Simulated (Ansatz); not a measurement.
# F2H5NSSi: the cost of one run

All numbers below are computed with Ansatz 0.2.0 (RKS PBE-D4/def2-SVP).

1 further run of the same task is left out (it didn't finish).

### Step 1. The structure to begin with

Bond lengths: Si1–N2 2.170 Å, N2–H3 1.060 Å, N2–H4 1.060 Å, Si1–F5 1.590 Å, Si1–H6 1.459 Å, Si1–F7 1.589 Å, Si1–S8 2.460 Å, S8–H9 1.400 Å, S8–H10 1.598 Å. Angles (14 of 16 angles, heavy atoms first): N2–Si1–F5 109.5°, N2–Si1–F7 109.5°, N2–Si1–S8 71.6°, F5–Si1–F7 109.5°, F5–Si1–S8 67.2°, F7–Si1–S8 72.8°, Si1–N2–H3 120.0°, Si1–N2–H4 120.0°, N2–Si1–H6 109.5°, F5–Si1–H6 109.5°, H6–Si1–F7 109.5°, H6–Si1–S8 176.6°, Si1–S8–H9 109.5°, Si1–S8–H10 65.6°.

As a file:

```xyz
10

Si    0.0000    0.0000    0.0000
N     0.0000    0.0000    2.1700
H    -0.8770   -0.2713    2.7000
H     0.8770    0.2713    2.7000
F     1.4994    0.0000   -0.5295
H    -0.6877    1.1914   -0.4862
F    -0.7489   -1.2974   -0.5295
S     1.2839   -1.9497    0.7757
H     0.4989   -3.1030    0.6585
H     0.6868   -1.0429    1.9480
```

### Step 2. A restrained relaxation towards end A

Springs on the bonds that form and break draw the guess towards this end; the thresholds are loose.

File input.yaml:

```yaml
crystal:
  periodic: [false, false, false]
  atoms:
    - { symbol: Si, position_ang: [0.0, 0.0, 0.0] }
    - { symbol: "N", position_ang: [0.0, 0.0, 2.17] }
    - { symbol: H, position_ang: [-0.877, -0.2713, 2.7] }
    - { symbol: H, position_ang: [0.877, 0.2713, 2.7] }
    - { symbol: F, position_ang: [1.4994, 0.0, -0.5295] }
    - { symbol: H, position_ang: [-0.6877, 1.1914, -0.4862] }
    - { symbol: F, position_ang: [-0.7489, -1.2974, -0.5295] }
    - { symbol: S, position_ang: [1.2839, -1.9497, 0.7757] }
    - { symbol: H, position_ang: [0.4989, -3.103, 0.6585] }
    - { symbol: H, position_ang: [0.6868, -1.0429, 1.948] }
basis:
  gaussian: { orbitals: def2-SVP }
hamiltonian:
  xc: pbe
  dispersion: d4
relax:
  f_tol: 0.15
  max_steps: 25
  restrain:
    - { distance: [0, 7], at: 3.36, k: 30.0 }
    - { distance: [9, 1], at: 2.26, k: 30.0 }
    - { distance: [0, 1], at: 1.82, k: 30.0 }
    - { distance: [9, 7], at: 1.4, k: 30.0 }
```

Run with:

```bash
> ansatz run input.yaml --threads 2 --pin off --max-ram 3072MiB --backend cpu --events-out ev --progress --plain --runs-dir out
```

Q: Estimate wall time and peak memory on 2 threads of AMD EPYC 9R45 (Zen 5), shared host.

About 11 s, with a peak of 0.17 GiB.
